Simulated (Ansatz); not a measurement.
# CH2AlNO (SMILES O=C=[N][AlH2]): CCSD/6-311+G(d,p)

Aim: the vertical electron affinity of CH2AlNO at CCSD/6-311+G**, from 2 runs. 

Program for the calculation: Ansatz 0.2.0.

69 further runs of the same task are left out: 69 set aside as unsound or not needed. Runs told in other sessions of the task aren't counted.

## Step 1: The system as given

The species is CH2AlNO (6 atoms), meant as a singlet with charge 0. SMILES: `O=C=[N][AlH2]`. The coordinates come from a PBE0-D4/def2-TZVP relaxation.

Bond lengths: O1–C2 1.166 Å, C2–N3 1.196 Å, N3–Al4 1.770 Å, Al4–H5 1.575 Å, Al4–H6 1.575 Å. Angles: O1–C2–N3 180.0°, C2–N3–Al4 179.7°, N3–Al4–H5 117.5°, N3–Al4–H6 117.5°, H5–Al4–H6 125.0°.

## Step 2: A single-point energy at CCSD/6-311+G(d,p)

Contents of input.yaml:

```yaml
crystal:
  periodic: [false, false, false]
  atoms:
    - {symbol: O, position_ang: [1.702300, -2.146700, 0.966300]}
    - {symbol: C, position_ang: [1.019700, -1.287700, 0.572500]}
    - {symbol: N, position_ang: [0.319600, -0.406900, 0.168300]}
    - {symbol: Al, position_ang: [-0.716100, 0.900800, -0.422500]}
    - {symbol: H, position_ang: [-1.263800, 0.785800, -1.894800]}
    - {symbol: H, position_ang: [-1.019700, 2.090500, 0.564100]}
basis:
  gaussian:
    orbitals: 6-311+G_st__st_-spherical.json
correlation:
  method: ccsd
  frozen_orbitals: {Al: 5, C: 1, H: 0, "N": 1, O: 1}
accuracy: high
total_charge: 0
scf:
  omitted_lower_state_checks: [cluster_reference, increment]
```

The basis set 6-311+G** is read from a file made from the Basis Set Exchange's data (not shown).

Started as:

```
$ ansatz run input.yaml --threads 1 --pin off --max-ram 2610MiB --events-out events.jsonl --progress --plain --runs-dir runs
```

Output, cut to the lines that bear on the results:

```text
Warning: RAYON_NUM_THREADS=1 ignored (pool sized by the plan → 1); use --threads N
Functional definition: HF
  name "HF"
[...]
1785 factors; integrals over basis functions are off by at most 4.2e-9 eV
[...]
mean field -11166.67195432 eV, -410.3676252793 hartree, gradient 9.9e-9 eV, S^2 0.000000; 0 other end points of the search recorded, 0 dependent functions left out
8 core orbitals not correlated: weight in the atoms' cores, before any rotation towards them, 1.000 or more for the frozen orbitals, at most 0.000 for the correlated occupied ones
reference -11166.67195432 eV, -410.3676252793 hartree; 10, 10 occupied and 90, 90 virtual orbitals, 1785 factors
second order -15.01532923 eV of doubles, -0.00000000 eV of singles
cycle   1  -14.65676231 eV  change    3.6e-1 eV  update   1.2e-1
[...]
cycle  22  -15.32251775 eV  change   -1.2e-9 eV  update   1.0e-9
Total energy: -11181.99447207 eV, -410.9307174205 hartree
Checks for a lower state left out: cluster_reference, increment
```

Run time: 15 s. Hardware: 1 thread of Arm Neoverse V2, shared host; peak memory 0.77 GiB.

## Step 3: The doublet anion, same level

Contents of run.yaml:

```yaml
crystal:
  periodic: [false, false, false]
  atoms:
    - symbol: O
      position_ang: [1.702300, -2.146700, 0.966300]
    - symbol: C
      position_ang: [1.019700, -1.287700, 0.572500]
    - symbol: "N"
      position_ang: [0.319600, -0.406900, 0.168300]
    - symbol: Al
      position_ang: [-0.716100, 0.900800, -0.422500]
    - symbol: H
      position_ang: [-1.263800, 0.785800, -1.894800]
    - symbol: H
      position_ang: [-1.019700, 2.090500, 0.564100]
basis:
  gaussian:
    orbitals: 6-311+G_st__st_-spherical.json
total_charge: -1
magnetization:
  spin_polarized: true
  initial_magnetization: 1
correlation:
  method: ccsd
  frozen_orbitals: {Al: 5, C: 1, H: 0, "N": 1, O: 1}
accuracy: high
scf:
  omitted_lower_state_checks: [cluster_reference, increment]
```

The basis set 6-311+G** is read from a file made from the Basis Set Exchange's data (not shown).

Started as:

```
$ ansatz run run.yaml --threads 1 --pin off --max-ram 2610MiB --events-out events.jsonl --progress --plain --runs-dir runs
```

Output, cut to the lines that bear on the results:

```text
Warning: RAYON_NUM_THREADS=1 ignored (pool sized by the plan → 1); use --threads N
[... 2 set-up lines as earlier in the session ...]
[...]
1785 factors; integrals over basis functions are off by at most 4.2e-9 eV
[...]
mean field -11166.33492493 eV, -410.3552396776 hartree, gradient 1.8e-8 eV, S^2 0.761825; 3 other end points of the search recorded, 0 dependent functions left out
8 core orbitals not correlated: weight in the atoms' cores, before any rotation towards them, 1.000 or more for the frozen orbitals, at most 0.000 for the correlated occupied ones
reference -11166.33492493 eV, -410.3552396776 hartree; 11, 10 occupied and 89, 90 virtual orbitals, 1785 factors
second order -15.28767084 eV of doubles, -0.00000000 eV of singles
cycle   1  -14.94588731 eV  change    3.4e-1 eV  update   1.2e-1
[...]
cycle  23  -15.63972718 eV  change   3.8e-10 eV  update   2.1e-9
Total energy: -11181.97465211 eV, -410.9299890505 hartree
Checks for a lower state left out: cluster_reference, increment
```

Wall time 57 s (1 thread of Arm Neoverse V2, shared host); peak memory 1.7 GiB.

## Step 4: Outcome

At CCSD/6-311+G**, 8 core orbitals frozen:

```
                                                    quantity          value
                               singlet CH2AlNO: total energy  -410.93072 Eh
singlet CH2AlNO: correlation energy (8 core orbitals frozen)     -563.1 mEh
                              singlet CH2AlNO: T1 diagnostic          0.017
                                 doublet anion: total energy  -410.92999 Eh
  doublet anion: correlation energy (8 core orbitals frozen)     -574.7 mEh
            doublet anion: ⟨S²⟩ of the reference determinant          0.762
                                doublet anion: T1 diagnostic          0.020
           vertical electron affinity (to the doublet anion)      -0.020 eV
```

The anion lies 0.02 eV (0.5 kcal/mol) above the neutral: the electron isn't bound at this level, and such a value depends on the basis.
